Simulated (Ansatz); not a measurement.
# C₂H₄O₂Si: a ladder of functionals and wavefunction methods

How much do the methods differ for C₂H₄O₂Si? The plan is to run it at one geometry with functionals of several rungs and with coupled cluster, and see how far each lands from CCSD(T) at the basis-set limit for the atomisation energy.

The runs use Ansatz 0.2.0, Gaussian basis; functionals in def2-TZVPP, the program's frozen cores in correlated methods.

Plan: LDA (SPW92), PBE-D4, revPBE-D4, BLYP-D4, r2SCAN-D4, B97M-V, PBE0-D4, B3LYP-D4, r2SCANh-D4, r2SCAN0-D4, HSE06-D4, BHLYP-D4, CAM-B3LYP-D4, LC-ωPBE, ωB97X-V, ωB97M-V, B2PLYP, PBE-QIDH; CCSD(T)/def2-SVP; CCSD(T)/def2-TZVPP; MP2/def2-QZVPP; extrapolation to the limit; RPA on PBE.

### 1 The geometry

All runs share one geometry, relaxed beforehand with PBE0-D4 in a triple-zeta def2 set.

SMILES `C=C1O[SiH2]O1`, 9 atoms, charge 0, spin multiplicity 1.

Atoms are counted from 1 here; the program's logs count them from 0.

Bond lengths: C1–C2 1.319 Å, C1–H6 1.079 Å, C1–H7 1.079 Å, C2–O3 1.381 Å, C2–O5 1.381 Å, O3–Si4 1.676 Å, Si4–O5 1.676 Å, Si4–H8 1.478 Å, Si4–H9 1.478 Å. Angles: C2–C1–H6 119.7°, C2–C1–H7 119.7°, H6–C1–H7 120.6°, C1–C2–O3 128.1°, C1–C2–O5 128.1°, O3–C2–O5 103.9°, C2–O3–Si4 87.6°, O3–Si4–O5 80.9°, O3–Si4–H8 115.3°, O3–Si4–H9 115.3°, O5–Si4–H8 115.3°, O5–Si4–H9 115.3°, H8–Si4–H9 111.5°, C2–O5–Si4 87.6°.

As a file:

```
C     0.5273    1.3585   -1.1296
C     0.1573    0.3831   -0.3229
O    -0.5852    0.4736    0.8382
Si   -0.4400   -1.1905    0.9783
O     0.4217   -0.9673   -0.4421
H     0.2431    2.3748   -0.9045
H     1.1113    1.1326   -2.0084
H    -1.7011   -1.9496    0.8408
H     0.3541   -1.6615    2.1329
```

### 2 LDA

This LDA is Slater exchange with PW92 correlation.

in.yaml

```yaml
crystal:
  periodic: [false, false, false]
  atoms:
    - {symbol: C, position_ang: [0.527269, 1.358452, -1.129590]}
    - {symbol: C, position_ang: [0.157266, 0.383060, -0.322927]}
    - {symbol: O, position_ang: [-0.585192, 0.473589, 0.838160]}
    - {symbol: Si, position_ang: [-0.439968, -1.190517, 0.978332]}
    - {symbol: O, position_ang: [0.421726, -0.967276, -0.442106]}
    - {symbol: H, position_ang: [0.243083, 2.374796, -0.904505]}
    - {symbol: H, position_ang: [1.111275, 1.132600, -2.008404]}
    - {symbol: H, position_ang: [-1.701058, -1.949586, 0.840824]}
    - {symbol: H, position_ang: [0.354099, -1.661519, 2.132915]}
basis:
  gaussian: {orbitals: def2-TZVPP}
hamiltonian: {xc: lda}
output: {orbitals: {seedname: orbitals}}
```

The runs that follow: PBE-D4 (GGA); revPBE-D4 (GGA); BLYP-D4 (GGA); r2SCAN-D4 (meta-GGA); B97M-V (meta-GGA); PBE0-D4 (hybrid); B3LYP-D4 (hybrid); r2SCANh-D4 (hybrid); r2SCAN0-D4 (hybrid); HSE06-D4 (hybrid); BHLYP-D4 (hybrid); CAM-B3LYP-D4 (range-separated); LC-ωPBE (range-separated); ωB97X-V (range-separated); ωB97M-V (range-separated); B2PLYP (double hybrid); PBE-QIDH (double hybrid); CCSD(T) in def2-SVP; CCSD(T) in def2-TZVPP; MP2 in def2-QZVPP; RPA on PBE orbitals.

Before running them: what should the planned runs give, taken together? Wanted: atomisation energy, CCSD(T)/CBS; farthest beyond LDA; mean size of error, GGA; mean size of error, meta-GGA; mean size of error, hybrid; mean size of error, range-separated; mean size of error, double hybrid; gap, smallest and largest; T1 diagnostic.

The runs gave:

```
                               quantity                                                                                                                    value
        atomisation energy, CCSD(T)/CBS                                                                                                            3715.7 kJ/mol
 functionals within 18.6 kJ/mol (0.5 %)  revPBE-D4, BLYP-D4, r2SCAN-D4, B97M-V, PBE0-D4, B3LYP-D4, r2SCANh-D4, HSE06-D4, CAM-B3LYP-D4, LC-ωPBE, ωB97X-V, ωB97M-V
                    farthest beyond LDA                                                                                                 BHLYP-D4 (-156.2 kJ/mol)
                mean size of error, GGA                                                                                                              37.5 kJ/mol
           mean size of error, meta-GGA                                                                                                              13.1 kJ/mol
             mean size of error, hybrid                                                                                                              43.8 kJ/mol
    mean size of error, range-separated                                                                                                              10.6 kJ/mol
      mean size of error, double hybrid                                                                                                              33.5 kJ/mol
              gap, smallest and largest                                                                                3.54 eV (LDA (SPW92)), 10.68 eV (LC-ωPBE)
                          T1 diagnostic                                                                                                                   0.0129
triples share of the correlation energy                                                                                                                    4.1 %
```

What this shows: LDA overbinds by 613.5 kJ/mol (17 %). PBE-D4 is off by +98.9 kJ/mol. Double hybrids carry the basis error of their MP2 part in triple zeta, and no dispersion term here, so their miss is partly the set-up's. The rungs range-separated, meta-GGA miss on average by less than the doubt on the reference (18.6 kJ/mol), so they tie. Misses under about 18.6 kJ/mol are within the doubt on the reference itself, which lacks core-valence correlation, relativity and higher excitations. Hartree-Fock recovers 70 % of the binding; the rest is correlation. CCSD(T) in def2-SVP is off by -250.3 kJ/mol, which most functionals beat. Orbital gaps span 3.5 to 10.7 eV; exact exchange widens them.
